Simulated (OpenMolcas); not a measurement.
# SnH3OF (SMILES [OH][SnH2][F]): levels of theory compared

We compute a comparison of 6 runs (HF/STO-3G, BLYP/def2-SVPD, M06-L/def2-SVPD, PBE/def2-SVPD, PBE0/def2-SVPD, CCSD(T)/def2-SVPD) of SnH3OF. 

Program for the calculation: OpenMolcas 26.06.

## Step 1: The molecule

SnH3OF has 6 atoms, charge 0, and is taken as a singlet. SMILES: `[OH][SnH2][F]`. Geometry: relaxed at PBE0-D4/def2-TZVP. This is one conformer, not always the lowest.

Bond lengths: O1–Sn2 1.948 Å, Sn2–F3 1.922 Å, O1–H4 0.960 Å, Sn2–H5 1.701 Å, Sn2–H6 1.692 Å. Angles: O1–Sn2–F3 105.3°, O1–Sn2–H5 111.8°, O1–Sn2–H6 106.0°, F3–Sn2–H5 104.3°, F3–Sn2–H6 107.5°, Sn2–O1–H4 114.0°, H5–Sn2–H6 120.8°.

## Step 2: Energy and gradient at HF/STO-3G (run 1)

File calc.inp:

```
&GATEWAY
 BasLib = $CurrDir
 Coord
 6
 angstrom
 O       -1.414400      -0.333000      -0.425000
 Sn       0.302300       0.255900       0.283700
 F        1.409100      -1.315100       0.302100
 H       -1.368600      -0.685700      -1.316700
 H        1.096100       1.317100      -0.782100
 H        0.017500       0.696700       1.891900
 Basis = STO-3G
 Group = NoSym

&SEWARD

&SCF
 Thresholds = 1e-10 1e-07 1e-07 1e-05
 PrOrbitals = 1 1

&ALASKA
```

The basis set STO-3G is read from a file made from the Basis Set Exchange's data (not shown).

Command:

```sh
$ export MOLCAS_MEM=1860
$ pymolcas calc.inp > calc.log
```

Log:

```text
--- Start Module: gateway ---
[...]
--- Stop Module: gateway /rc=_RC_ALL_IS_WELL_ ---
[...]
      Basis functions           40
[...]
--- Start Module: scf ---
[...]
       Convergence after  13 Iterations
[...]
::    Total SCF energy                              -6136.9202244311
[...]
      Total spin, S                                     0.0000000000
[...]
      Total electronic charge=   70.000000
      Total            charge=   -0.000000
[...]
      Dipole Moment (debye):
      Origin of the operator (angstrom)=    0.2542    0.0108    0.2074
                   X=  5.2719E-01               Y=  1.5488E+00               Z= -4.8425E-01           Total=  1.7062E+00
      Quadrupole Moment (debye*angstrom):
[...]
--- Stop Module: scf /rc=_RC_ALL_IS_WELL_ ---
--- Start Module: alaska ---
[...]
 *              Molecular gradients               *
 **************************************************
  Irreducible representation: a
 ------------------------------------------------------------------------------------------
                              X                       Y                       Z
 ------------------------------------------------------------------------------------------
  O1               -4.08889353515463E-04   -1.65158386408093E-02   -3.86889189596609E-02
  SN2              -8.42036535820778E-03    7.76294431270941E-03    4.28211310411264E-03
  F3                1.00465625933985E-02   -1.23970486157781E-02   -1.55479561043892E-04
  H4               -9.99875208424639E-03    1.00090181934696E-02    2.99172065946465E-02
  H5                1.34823489994362E-02    1.05443077208669E-02   -1.89008446213288E-02
  H6               -4.70090479687935E-03    5.96617029528179E-04    2.35459234432032E-02
 ------------------------------------------------------------------------------------------
--- Stop Module: alaska /rc=_RC_ALL_IS_WELL_ ---
[...]
```

Run time: 2.8 s. Hardware: 1 thread of Arm Neoverse V1, shared host; peak memory 0.37 GiB.

## Step 3: Energy and gradient at BLYP/def2-SVPD (core potential) (run 2)

File calc.input:

```
* FH3OSn Kohn-Sham DFT
>>> EXPORT MOLCAS_PRINT=2

&GATEWAY
  BasLib
  $CurrDir
  Coord
  6
  angstrom
  O       -1.414400      -0.333000      -0.425000
  Sn       0.302300       0.255900       0.283700
  F        1.409100      -1.315100       0.302100
  H       -1.368600      -0.685700      -1.316700
  H        1.096100       1.317100      -0.782100
  H        0.017500       0.696700       1.891900
  Basis
  def2-SVPD
  Group
  NoSym

&SEWARD
  GridInput
  Grid=UltraFine
  End of Grid

&SCF
  KSDFT
  BLYP
  Thresholds
  1e-10 1e-07 1e-07 1e-05
  PrOrbitals
  0

&ALASKA
```

The basis set def2-SVPD is read from a file made from the Basis Set Exchange's data (not shown).

Command:

```sh
$ export MOLCAS_MEM=1860
$ pymolcas calc.input > calc.log
```

Log:

```text
--- Start Module: gateway ---
[...]
--- Stop Module: gateway /rc=_RC_ALL_IS_WELL_ ---
[...]
      Basis functions          102
[...]
--- Start Module: scf ---
[...]
       Convergence after  19 Iterations
[...]
::    Total KS-DFT energy                            -390.9906463805
[...]
      Total spin, S                                     0.0000000000
[...]
      Total electronic charge=   42.000000
      Total            charge=   -0.000000
[...]
      Dipole Moment (debye):
      Origin of the operator (angstrom)=    0.2542    0.0108    0.2074
                   X= -4.0279E-02               Y=  2.3060E+00               Z= -5.8059E-01           Total=  2.3783E+00
      Quadrupole Moment (debye*angstrom):
[...]
--- Stop Module: scf /rc=_RC_ALL_IS_WELL_ ---
[...]
--- Start Module: alaska ---
[...]
 *              Molecular gradients               *
 **************************************************
  Irreducible representation: a
 ------------------------------------------------------------------------------------------
                              X                       Y                       Z
 ------------------------------------------------------------------------------------------
  O1                2.62153515699950E-02    3.74898354290876E-03   -2.19992017506676E-03
  SN2              -6.34553109931302E-03   -2.94464982371530E-02   -8.85623899928234E-03
  F3               -1.90237984526274E-02    2.65030930938792E-02   -5.25174849136389E-04
  H4                1.11493640903437E-03    5.61893175636019E-03    1.38379486396687E-02
  H5               -3.50358139606888E-03   -4.61570006573719E-03    4.43678471947795E-03
  H6                1.54262296898611E-03   -1.80881009030087E-03   -6.69339933565816E-03
 ------------------------------------------------------------------------------------------
--- Stop Module: alaska /rc=_RC_ALL_IS_WELL_ ---
[...]
```

It took 44 s on 1 thread of Arm Neoverse V1, shared host; peak memory 0.57 GiB.

Runs 3 to 5 aren't shown in full; the table further down has their settings and results.

## Step 4: A single-point energy at CCSD(T)/def2-SVPD (Cholesky decomposition, core potential) (run 6)

File input.xyz:

```xyz
6

O     -1.414400    -0.333000    -0.425000
Sn     0.302300     0.255900     0.283700
F      1.409100    -1.315100     0.302100
H     -1.368600    -0.685700    -1.316700
H      1.096100     1.317100    -0.782100
H      0.017500     0.696700     1.891900
```

File job.input:

```
>>> EXPORT MOLCAS_PRINT=2

&GATEWAY
 BASLIB
 $CurrDir
 COORD
 input.xyz
 BASIS
 def2-SVPD
 GROUP
 NoSym

&SEWARD
 HIGH

&SCF
 THRESHOLDS
 1e-10 1e-07 1e-07 1e-05
 PRORBITALS
 1

&CHCC
 FROZEN
 6
 THRESHOLD
 1e-08
 MAXITERATIONS
 80

&CHT3
 FROZEN
 6
```

The basis set def2-SVPD is read from a file made from the Basis Set Exchange's data (not shown).

Command:

```sh
$ export MOLCAS_MEM=1860
$ pymolcas job.input > job.log
```

Log:

```text
--- Start Module: gateway ---
[...]
--- Stop Module: gateway /rc=_RC_ALL_IS_WELL_ ---
[...]
      Basis functions          102
[...]
       Convergence after  13 Iterations
[...]
::    Total SCF energy                               -389.2911489906
[...]
      Total spin, S                                     0.0000000000
[...]
      Total electronic charge=   42.000000
      Total            charge=   -0.000000
[...]
      Dipole Moment (debye):
      Origin of the operator (angstrom)=    0.2542    0.0108    0.2074
                   X=  1.0376E-01               Y=  2.6738E+00               Z= -6.2569E-01           Total=  2.7480E+00
      Quadrupole Moment (debye*angstrom):
[...]
--- Start Module: chcc ---
[...]
--- Stop Module: chcc /rc=_RC_ALL_IS_WELL_ ---
[...]
--- Start Module: cht3 ---
[...]
--- Stop Module: cht3 /rc=_RC_ALL_IS_WELL_ ---
[...]
```

Run time: 6.8 min. Hardware: 1 thread of Arm Neoverse V1, shared host; peak memory 0.22 GiB.

## Step 5: Overview of the runs

```csv
run,level,integration grid,integral approximation,energy (Eh),dipole moment (D) of the reference,HOMO energy (eV),LUMO energy (eV),wall time
1,HF/STO-3G,–,none,-6136.920224,1.71,-8.85,10.38,2.8 s
2,BLYP/def2-SVPD (core potential),UltraFine,none,-390.990646,2.38,-7.34,-1.69,44 s
3,M06-L/def2-SVPD (core potential),UltraFine,none,-391.204801,2.45,-7.59,-0.99,55 s
4,PBE/def2-SVPD (core potential),UltraFine,none,-390.887427,2.36,-7.43,-1.68,42 s
5,PBE0/def2-SVPD (core potential),UltraFine,none,-390.894628,2.51,-9.08,-0.71,36 s
6,"CCSD(T)/def2-SVPD (Cholesky decomposition, core potential)",–,CD high,-389.853888,2.75,-12.84,1.82,6.8 min
```

## Step 6: What came out

| quantity | value |
| --- | --- |
| run 6: total energy | -389.85389 Eh |
| run 6: dipole moment (mean-field density) | 2.75 D |
| run 6: HOMO energy (Hartree–Fock orbitals) | -12.84 eV |
| run 6: LUMO energy (Hartree–Fock orbitals) | 1.82 eV |
| run 6: HOMO–LUMO gap (Hartree–Fock orbitals) | 14.65 eV |
| run 6: correlation energy (6 core orbitals frozen) | -562.7 mEh |
| run 6: (T) correction | -14.26 mEh |

What this shows: Over runs 1, 2, 3, 4, 5 the dipole moment (its size) runs from 1.71 D (HF/STO-3G) to 2.51 D (PBE0/def2-SVPD). The two ends differ in method and basis and core potential. Over runs 1, 2, 3, 4, 5 the HOMO–LUMO gap runs from 5.65 eV (BLYP/def2-SVPD) to 19.23 eV (HF/STO-3G). Totals of different functionals can't be ranked against each other. Some runs of one species differ in core potentials or relativity; totals across that change don't compare. In run 1 the basis is minimal, so the values are rough. In run 1 relativity is left out where basis or elements ask for it. All runs together took 9.8 min, the longest 6.8 min.
